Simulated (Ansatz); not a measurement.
**PtSe2 (database structure): how the settings move a single-point run**

Question: which choices in the input matter for PtSe2 (database structure)?

Method: reference: DFT PBE, plane waves, PAW, scalar-relativistic, no spin polarisation, in Ansatz 0.2.0.

## 1. Starting point

It takes space group P-3m1 (No. 164, trigonal). Conventional cell: a = 3.786 Å, b = 3.786 Å, c = 5.109 Å, α = 90.00°, β = 90.00°, γ = 120.00°. Se (site symmetry 3m) has 3 Pt at 2.54 Å as nearest neighbours. Pt (site symmetry -3m) is surrounded by 6 Se at 2.54 Å.

As a file:

```cif
data_structure
_symmetry_space_group_name_H-M 'P-3m1'
_symmetry_Int_Tables_number 164
_cell_length_a 3.7857
_cell_length_b 3.7857
_cell_length_c 5.1095
_cell_angle_alpha 90.000
_cell_angle_beta 90.000
_cell_angle_gamma 120.000
_cell_volume 63.42
loop_
_atom_site_label
_atom_site_type_symbol
_atom_site_symmetry_multiplicity
_atom_site_Wyckoff_symbol
_atom_site_fract_x
_atom_site_fract_y
_atom_site_fract_z
_atom_site_occupancy
Se1 Se 2 d 0.33333 0.66667 0.25500 1
Pt1 Pt 1 a 0.00000 0.00000 0.00000 1
```

## 2. The reference run

input.yaml

```yaml
crystal:
  lattice:
    - [3.785718, 0.0, 0.0]
    - [-1.892859, 3.278529, 0.0]
    - [0.0, 0.0, 5.10947]
  atoms:
    - { symbol: Se, position: [0.3333, 0.6667, 0.255] }
    - { symbol: Se, position: [0.6667, 0.3333, 0.745] }
    - { symbol: Pt, position: [0.0, 0.0, 0.0] }
  symmetry: { tolerance: 0.0003 }
kpoints:
  mp_grid: { grid: [6, 6, 4], shift: [0, 0, 0] }
magnetization:
  spin_polarized: false
scf:
  occupations: { method: fermi_dirac }
hamiltonian:
  pseudopotentials: { kind: paw }
  xc: pbe
basis:
  ecutwfc: 420
output:
  forces: true
  stress: true
  eigenvalues: true
  write_density: true
  write_potential: true
  elf: true
  volumetric_format: npy
```

Run with:

```
$ ansatz run input.yaml --threads 1 --pin off --max-ram 2560MiB --backend cpu --events-out ev --progress --plain --runs-dir out
```

## 3. Variant: occupations.method gaussian, occupations.width 0.3

input.yaml, as its differences from that of step 2:

```diff
@@ -15,3 +15,3 @@
 scf:
-  occupations: { method: fermi_dirac }
+  occupations: { method: gaussian, width: 0.3 }
 hamiltonian:
@@ -25,5 +25 @@
   eigenvalues: true
-  write_density: true
-  write_potential: true
-  elf: true
-  volumetric_format: npy
```

## 4. Changing settings: mixing.algorithm msr1, mixing.beta 0.2, dispersion d4, spin_polarized left out

input.yaml, as its differences from that of step 2:

```diff
@@ -12,6 +12,5 @@
   mp_grid: { grid: [6, 6, 4], shift: [0, 0, 0] }
-magnetization:
-  spin_polarized: false
 scf:
   occupations: { method: fermi_dirac }
+  mixing: { algorithm: msr1, beta: 0.2 }
 hamiltonian:
@@ -19,2 +18,3 @@
   xc: pbe
+  dispersion: d4
 basis:
```

## 5. Changed: mp_grid.grid [3, 3, 2], mixing.algorithm anderson, mixing.beta 0.5, mixing.ndim 4, ecutrho_ratio 12

input.yaml, as its differences from that of step 2:

```diff
@@ -11,3 +11,3 @@
 kpoints:
-  mp_grid: { grid: [6, 6, 4], shift: [0, 0, 0] }
+  mp_grid: { grid: [3, 3, 2], shift: [0, 0, 0] }
 magnetization:
@@ -16,2 +16,3 @@
   occupations: { method: fermi_dirac }
+  mixing: { algorithm: anderson, beta: 0.5, ndim: 4 }
 hamiltonian:
@@ -21,2 +22,3 @@
   ecutwfc: 420
+  ecutrho_ratio: 12
 output:
@@ -25,5 +27 @@
   eigenvalues: true
-  write_density: true
-  write_potential: true
-  elf: true
-  volumetric_format: npy
```

## 6. Variant: mp_grid.shift [0.5, 0.5, 0.5]

input.yaml, as its differences from that of step 2:

```diff
@@ -11,3 +11,3 @@
 kpoints:
-  mp_grid: { grid: [6, 6, 4], shift: [0, 0, 0] }
+  mp_grid: { grid: [6, 6, 4], shift: [0.5, 0.5, 0.5] }
 magnetization:
@@ -25,5 +25 @@
   eigenvalues: true
-  write_density: true
-  write_potential: true
-  elf: true
-  volumetric_format: npy
```

Before running it: what results should come out? Wanted: for each run, ending; energy change; pressure; gap; force.

The runs gave:

```csv
run,ending,energy change,pressure (GPa),gap (eV),force (eV/Å),cycles,time
reference,converged,0,0.2,0.00,0.17,6,2.4 s
"1: occupations.method gaussian, occupations.width 0.3",converged,-0.3 meV/atom (σ→0),0.2,0.00,0.17,6,1.9 s
"2: mixing.algorithm msr1, mixing.beta 0.2, dispersion d4, spin_polarized left out",converged,-481.3 meV/atom (offset of the dispersion model),-3.3,0.00,0.14,6,2.7 s
"3: mp_grid.grid [3, 3, 2], mixing.algorithm anderson, mixing.beta 0.5, mixing.ndim 4, ecutrho_ratio 12",converged,-26.6 meV/atom,0.0,0.00,0.32,5,1.4 s
"4: mp_grid.shift [0.5, 0.5, 0.5]",converged,+0.6 meV/atom,0.2,0.00,0.18,6,3.1 s
```

Times don't compare one to one where runs were asked for different outputs or read a saved state (see the inputs); cycles may leave out searches for a lower state.

Residual by cycle in the longest SCF loop of each run; runs are numbered as in the table. The quantity is the density residual dr2, in eV.

```csv
cycle,reference,run 1,run 2,run 3,run 4
1,0.00207,0.00191,0.00207,0.00321,0.00321
2,0.00109,0.0012,9.7e-4,3.4e-4,0.00324
3,3.7e-5,3.9e-5,6.8e-5,3.1e-5,9.8e-5
4,2.2e-7,3.0e-7,1.3e-5,1.5e-6,7.6e-7
5,1.5e-8,2.7e-8,3.6e-7,5.0e-8,2.3e-7
6,2.7e-9,2.1e-9,2.3e-8,-,2.4e-9
```

No change moves the result by more than the table shows.

Caveats on the reference run: it is run without spin, though an odd electron count or open d shells could carry moments.
